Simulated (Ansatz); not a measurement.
# CH₃ClGeS: basis-set convergence

One table from this session's results is given with a row withheld; the runs are named, their logs left out.

Method: one geometry, several basis sets; program: Ansatz 0.2.0, Gaussian basis.

The runs, in order: PBE0-D4/def2-SVP; ωB97M-V/def2-SVP; PBE0-D4/def2-QZVPP; ωB97M-V/def2-QZVPP; the functionals' def2-TZVPP values are taken from earlier runs.

### The relaxed structure

An earlier PBE0-D4 in a triple-zeta def2 set relaxation fixed the geometry.

SMILES `C[S][Ge][Cl]`, 7 atoms, charge 0, spin multiplicity 1.

Atoms are counted from 1 here; the program's logs count them from 0.

Bond lengths: C1–S2 1.808 Å, C1–H5 1.089 Å, C1–H6 1.089 Å, C1–H7 1.089 Å, S2–Ge3 2.219 Å, Ge3–Cl4 2.204 Å. Angles: S2–C1–H5 108.3°, S2–C1–H6 108.4°, S2–C1–H7 110.8°, H5–C1–H6 109.5°, H5–C1–H7 110.0°, H6–C1–H7 109.9°, C1–S2–Ge3 111.7°, S2–Ge3–Cl4 102.1°.

As a file:

```xyz
7

C    -0.33899    0.71123   -0.54344
S     0.72448   -0.65463   -1.06444
Ge    1.20169   -2.01350    0.62339
Cl    0.12129   -1.06783    2.29506
H     0.17235    1.64684   -0.76706
H    -1.26722    0.65965   -1.11136
H    -0.55239    0.65006    0.52235
```

Set-up of the first run:

in.yaml reads:

```yaml
crystal:
  periodic: [false, false, false]
  atoms:
    - {symbol: C, position_ang: [-0.338989, 0.711226, -0.543439]}
    - {symbol: S, position_ang: [0.724478, -0.654632, -1.064443]}
    - {symbol: Ge, position_ang: [1.201694, -2.013502, 0.623390]}
    - {symbol: Cl, position_ang: [0.121285, -1.067834, 2.295062]}
    - {symbol: H, position_ang: [0.172348, 1.646835, -0.767063]}
    - {symbol: H, position_ang: [-1.267222, 0.659649, -1.111358]}
    - {symbol: H, position_ang: [-0.552393, 0.650059, 0.522351]}
basis:
  gaussian: {orbitals: def2-SVP}
hamiltonian: {xc: pbe0, dispersion: d4}
output: {orbitals: {seedname: orbitals}}
```

Among the steps run: PBE0-D4 in def2-SVP; ωB97M-V in def2-SVP; PBE0-D4 in def2-QZVPP; ωB97M-V in def2-QZVPP.

One table of the session follows, with a row left open; its other results are not shown here.

It belongs to the step «Density functionals: the series». 

| functional | basis | HOMO (eV) | LUMO (eV) |
| --- | --- | --- | --- |
| PBE0-D4 | def2-SVP | ? | ? |
| PBE0-D4 | def2-TZVPP | -7.36 | -2.44 |
| PBE0-D4 | def2-QZVPP | -7.40 | -2.48 |
| ωB97M-V | def2-SVP | -9.33 | -0.42 |
| ωB97M-V | def2-TZVPP | -9.41 | -0.54 |
| ωB97M-V | def2-QZVPP | -9.46 | -0.63 |

**Question.** Estimate the row for PBE0-D4, def2-SVP.

The run gave: HOMO (eV): -7.32; LUMO (eV): -2.35. In the column «HOMO (eV)» it is the highest.
